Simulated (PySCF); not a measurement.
# C₇H₅N: excited-state relaxation

Wanted: excited-state relaxation for C₇H₅N (`N#Cc1ccccc1`).

Programs: PySCF 2.14.0, with routines of our own; each step states its level. All values are computed. Atoms count from 0.

### Step 1. The starting structure

13 atoms, charge 0, multiplicity 1; geometry from: GFN2-xTB.

### Step 2. Optimising the geometry at PBE0/def2-SVP

What the job is given:

```
{"job": {"xc": "PBE0", "basis": "def2-SVP", "grid": 1, "kind": "geom"}, "charge": 0, "multiplicity": 1}
N      3.560143     0.626991     0.034732
C      2.430993     0.429019     0.024011
C      1.038044     0.183621     0.009784
C      0.143093     1.249965     0.100803
C     -1.216135     1.002352     0.085713
C     -1.686559    -0.297390    -0.020972
C     -0.797412    -1.357332    -0.110558
C      0.564424    -1.124549    -0.093950
H      0.520648     2.258611     0.181819
H     -1.911349     1.825464     0.158309
H     -2.749704    -0.484974    -0.034228
H     -1.166963    -2.368665    -0.192626
H      1.266388    -1.942627    -0.160566
```

Run with:

```console
$ OMP_NUM_THREADS=1 python excited_run.py task.json out
```

One launch serves the whole session: the jobs run in the order shown.

Standard output:

```text
step   0  E = -323.86814312  max force = 0.033315
step   1  E = -323.86979949  max force = 0.001551
step   2  E = -323.86980624  max force = 0.000278
optimisation converged
```

It took 13 s on 1 thread of Arm Neoverse V2, shared host; peak memory 0.58 GiB.

Relaxation path:

```csv
step,energy from step 0 (eV),largest force component (eV/Å)
0,0.0000,1.7131
1,-0.0451,0.0798
2,-0.0453,0.0143
```

Distances of close pairs at the start and the end, largest changes first:

```csv
bond,before (Å),after (Å),change (Å)
C1–C2,1.414,1.433,+0.019
N0–C1,1.146,1.160,+0.013
C5–H10,1.080,1.093,+0.013
C6–H11,1.080,1.092,+0.012
C4–H9,1.080,1.092,+0.012
C3–H8,1.080,1.092,+0.012
C7–H12,1.080,1.092,+0.012
C3–C4,1.382,1.391,+0.009
```

The end geometry stands in the next job.

```csv
at the end point,value
point group (found at 0.08 Å tolerance),C2v
"rotational constants (GHz, main isotopes)","5.657, 1.545, 1.214"
dipole moment (D),4.46
```

### Step 3. Excited-state relaxation: TDA PBE0/def2-SVP

What the job is given:

```
{"job": {"kind": "xopt", "state": "S1", "method": "TDA", "freq": false, "xc": "PBE0", "basis": "def2-SVP", "grid": 1}, "charge": 0, "multiplicity": 1}
N      3.575959     0.679547    -0.020521
C      2.434062     0.478467    -0.033549
C      1.022708     0.228959    -0.050124
C      0.121268     1.301124     0.037586
C     -1.247405     1.053424     0.021200
C     -1.722338    -0.254299    -0.081672
C     -0.827197    -1.320804    -0.168977
C      0.543744    -1.086207    -0.153624
H      0.502597     2.320820     0.118306
H     -1.948815     1.887945     0.089788
H     -2.798312    -0.443819    -0.094019
H     -1.199766    -2.344403    -0.249973
H      1.252087    -1.914031    -0.221620
```

Method: TDA PBE0/def2-SVP excited-state geometry optimisation, gas phase.

Standard output:

```text
final grid: 53744 points
cycle   1  E = -323.8216382602  dE =  1.249e+00  |g| = 4.265e-01  |ddm| = 4.696e+00
cycle   2  E = -323.6780902566  dE =  1.435e-01  |g| = 9.140e-01  |ddm| = 1.203e+00
cycle   3  E = -323.8670305509  dE = -1.889e-01  |g| = 1.007e-01  |ddm| = 7.580e-01
cycle   4  E = -323.8694894058  dE = -2.459e-03  |g| = 3.488e-02  |ddm| = 1.580e-01
cycle   5  E = -323.8697848518  dE = -2.954e-04  |g| = 8.811e-03  |ddm| = 5.664e-02
cycle   6  E = -323.8698054538  dE = -2.060e-05  |g| = 1.746e-03  |ddm| = 1.170e-02
cycle   7  E = -323.8698060888  dE = -6.349e-07  |g| = 7.261e-04  |ddm| = 2.661e-03
cycle   8  E = -323.8698062262  dE = -1.375e-07  |g| = 2.010e-04  |ddm| = 1.058e-03
cycle   9  E = -323.8698062373  dE = -1.108e-08  |g| = 6.617e-05  |ddm| = 3.016e-04
cycle  10  E = -323.8698062384  dE = -1.085e-09  |g| = 8.345e-06  |ddm| = 6.819e-05
cycle  11  E = -323.8698062384  dE = -5.343e-12  |g| = 7.831e-06  |ddm| = 1.611e-05
converged SCF energy = -323.8698062384

vertical S1 at the ground-state geometry: 5.2807 eV
step    E(state)/Eh    max force   excitation/eV  root
  0    -323.67454473   0.080773     5.2414      1
  1    -323.68062838   0.005268     5.0108      1
  2    -323.68075099   0.002281     5.0055      1
  3    -323.68075853   0.001891     5.0041      1
  4    -323.68077892   0.000462     5.0033      1
  5    -323.68077935   0.000589     5.0057      1
  6    -323.68078290   0.000160     5.0046      1
optimisation converged
vertical emission 5.0046 eV, adiabatic 5.1436 eV, Stokes shift 0.2761 eV, reorganisation 0.1371 (excited) and 0.1390 eV (ground)
```

Wall time 65 s (1 thread of Arm Neoverse V2, shared host); peak memory 0.74 GiB.

Key values:

```csv
quantity,value
"vertical absorption, S1",5.28 eV
"adiabatic energy, S1",5.14 eV
"vertical emission, S1",5.00 eV
"Stokes shift, S1",0.28 eV
"geometry moved (RMSD), S1",0.028 Å
```

Bonds of the start that changed most:

```csv
bond,start (Å),end (Å)
C3–C4,1.391,1.424
C6–C7,1.391,1.424
C2–C3,1.403,1.434
C7–C2,1.403,1.434
C1–C2,1.433,1.406
C4–C5,1.395,1.415
```

### Step 4. Excited-state relaxation: UKS PBE0/def2-SVP

Settings changed since step 3:

```diff
@@ -1,2 +1,2 @@
-{"job": {"kind": "xopt", "state": "S1", "method": "TDA", "freq": false, "xc": "PBE0", "basis": "def2-SVP", "grid": 1}, "charge": 0, "multiplicity": 1}
+{"job": {"kind": "xopt", "state": "T1", "method": "UKS", "freq": false, "xc": "PBE0", "basis": "def2-SVP", "grid": 1}, "charge": 0, "multiplicity": 1}
 N      3.575959     0.679547    -0.020521
```

Method: UKS PBE0/def2-SVP excited-state geometry optimisation, gas phase.

Standard output:

```text
final grid: 53744 points
cycle   1  E = -323.8216382602  dE =  1.249e+00  |g| = 4.265e-01  |ddm| = 4.696e+00
cycle   2  E = -323.6780902566  dE =  1.435e-01  |g| = 9.140e-01  |ddm| = 1.203e+00
cycle   3  E = -323.8670305509  dE = -1.889e-01  |g| = 1.007e-01  |ddm| = 7.580e-01
cycle   4  E = -323.8694894058  dE = -2.459e-03  |g| = 3.488e-02  |ddm| = 1.580e-01
cycle   5  E = -323.8697848518  dE = -2.954e-04  |g| = 8.811e-03  |ddm| = 5.664e-02
cycle   6  E = -323.8698054538  dE = -2.060e-05  |g| = 1.746e-03  |ddm| = 1.170e-02
cycle   7  E = -323.8698060888  dE = -6.349e-07  |g| = 7.261e-04  |ddm| = 2.661e-03
cycle   8  E = -323.8698062262  dE = -1.375e-07  |g| = 2.010e-04  |ddm| = 1.058e-03
cycle   9  E = -323.8698062373  dE = -1.108e-08  |g| = 6.617e-05  |ddm| = 3.016e-04
cycle  10  E = -323.8698062384  dE = -1.085e-09  |g| = 8.345e-06  |ddm| = 6.819e-05
cycle  11  E = -323.8698062384  dE = -5.343e-12  |g| = 7.831e-06  |ddm| = 1.611e-05
converged SCF energy = -323.8698062384

vertical T1 at the ground-state geometry: 3.8848 eV
step    E(state)/Eh    max force   <S^2>
  0    -323.72064790   0.113860    2.0191
  1    -323.74384263   0.017024    2.0287
  2    -323.74594307   0.008725    2.0302
  3    -323.74632460   0.006663    2.0311
  4    -323.74665040   0.006256    2.0308
  5    -323.74681475   0.001964    2.0306
  6    -323.74685580   0.001002    2.0306
  7    -323.74686217   0.000777    2.0305
  8    -323.74686950   0.000589    2.0305
  9    -323.74687173   0.000118    2.0305
optimisation converged
vertical emission 2.8121 eV, adiabatic 3.3452 eV, Stokes shift 1.0726 eV, reorganisation 0.5395 (excited) and 0.5331 eV (ground)
```

Wall time 93 s (1 thread of Arm Neoverse V2, shared host); peak memory 0.68 GiB.

In short:

```csv
quantity,value
"vertical gap at the ground-state geometry, T1",3.88 eV
"adiabatic energy, T1",3.35 eV
"vertical gap at the relaxed geometry, T1",2.81 eV
"difference of the two gaps, T1",1.07 eV
"geometry moved (RMSD), T1",0.049 Å
```

Bonds of the start that changed most:

```csv
bond,start (Å),end (Å)
C2–C3,1.403,1.487
C7–C2,1.403,1.486
C1–C2,1.433,1.377
C5–C6,1.395,1.448
C4–C5,1.395,1.447
C6–C7,1.391,1.350
```

### Step 5. What came out

| quantity | value |
| --- | --- |
| point group | C2v |
| rotational constants (main isotopes) | 5.66, 1.55, 1.21 GHz |
| vertical absorption, S1 (step 3, TDA PBE0/def2-SVP) | 5.28 eV |
| adiabatic energy, S1 (step 3, TDA PBE0/def2-SVP) | 5.14 eV |
| vertical emission, S1 (step 3, TDA PBE0/def2-SVP) | 5.00 eV |
| Stokes shift, S1 (step 3, TDA PBE0/def2-SVP) | 0.28 eV |
| vertical gap at the ground-state geometry, T1 (step 4, UKS PBE0/def2-SVP) | 3.88 eV |
| adiabatic energy, T1 (step 4, UKS PBE0/def2-SVP) | 3.35 eV |
| vertical gap at the relaxed geometry, T1 (step 4, UKS PBE0/def2-SVP) | 2.81 eV |
| difference of the two gaps, T1 (step 4, UKS PBE0/def2-SVP) | 1.07 eV |

**Reading.** Over 2 steps the energy fell by 0.045 eV; of the close pairs, C1–C2 changed most, 1.414 to 1.433 Å. Where no frequencies were run, the relaxed excited state may be a saddle. In step 3 (excited-state relaxation), among the bonds C3–C4 changes most, from 1.391 to 1.424 Å. In step 4 (excited-state relaxation), among the bonds C2–C3 changes most, from 1.403 to 1.487 Å. ΔSCF (UKS) and response values aren't on one footing and may follow different states, so their differences aren't method errors alone, and singlets and triplets from the two don't rank.
